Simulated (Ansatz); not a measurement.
# YbTi3: the cost of one run

Program: Ansatz 0.2.0. Level of theory: DFT PBE, scalar-relativistic, plane waves, PAW. These are calculated values, not measurements.

## Step 1: The starting structure

The structure is hexagonal, space group P6_3/mmc (No. 194). The conventional cell has a = 5.805 Å, b = 5.805 Å, c = 4.332 Å, α = 90.00°, β = 90.00°, γ = 120.00°. Around Yb (site symmetry -6m2) lie 12 Ti at 2.78 to 2.90 Å. Around Ti (site symmetry mm2) lie 8 Ti at 2.70 to 3.02 Å and 4 Yb at 2.78 to 2.90 Å.

As a file:

```xyz
8
Lattice="5.8054 0.0000 0.0000 -2.9027 5.0276 0.0000 0.0000 0.0000 4.3317" Properties=species:S:1:pos:R:3 pbc="T T T"
Yb    2.9027    1.6759    3.2488
Yb    0.0000    3.3517    1.0829
Ti    0.0000    1.6069    3.2488
Ti    4.4137    0.8035    1.0829
Ti    2.9027    3.4207    1.0829
Ti   -1.5110    4.2241    3.2488
Ti    1.5110    4.2241    3.2488
Ti    1.3917    0.8035    1.0829
```

Recipe of the guess: species swapped into a database cell of GdCd3 (P6_3/mmc, No. 194), with Yb on the Gd sites and Ti on the Cd sites. The dimensions are guesses.

## Step 2: Probe: one point on a coarse mesh

The input, input.yaml:

```yaml
crystal:
  lattice:
    - [5.80538116, 0.0, 0.0]
    - [-2.90269058, 5.02760757, 0.0]
    - [0.0, 0.0, 4.3316948]
  atoms:
    - { symbol: Yb, position: [0.66666667, 0.33333333, 0.75] }
    - { symbol: Yb, position: [0.33333333, 0.66666667, 0.25] }
    - { symbol: Ti, position: [0.15981212, 0.31962425, 0.75] }
    - { symbol: Ti, position: [0.84018788, 0.15981212, 0.25] }
    - { symbol: Ti, position: [0.84018788, 0.68037575, 0.25] }
    - { symbol: Ti, position: [0.15981212, 0.84018788, 0.75] }
    - { symbol: Ti, position: [0.68037575, 0.84018788, 0.75] }
    - { symbol: Ti, position: [0.31962425, 0.15981212, 0.25] }
basis:
  ecutwfc: 420
kpoints:
  mp_grid: { grid: [3, 3, 4] }
hamiltonian:
  xc: pbe
scf:
  occupations: { method: gaussian, width: 0.1 }
  lower_state_search: "off"
output:
  forces: true
  stress: true
  eigenvalues: true
```

Started as:

```console
$ ansatz run input.yaml --threads 1 --pin off --max-ram 2560MiB --backend cpu --events-out ev --progress --plain --runs-dir out
```

**Question.** How long does this run take on 1 thread of Arm Neoverse V1, shared host, and how much memory does it need?

About 7 s, with a peak of 0.42 GiB.
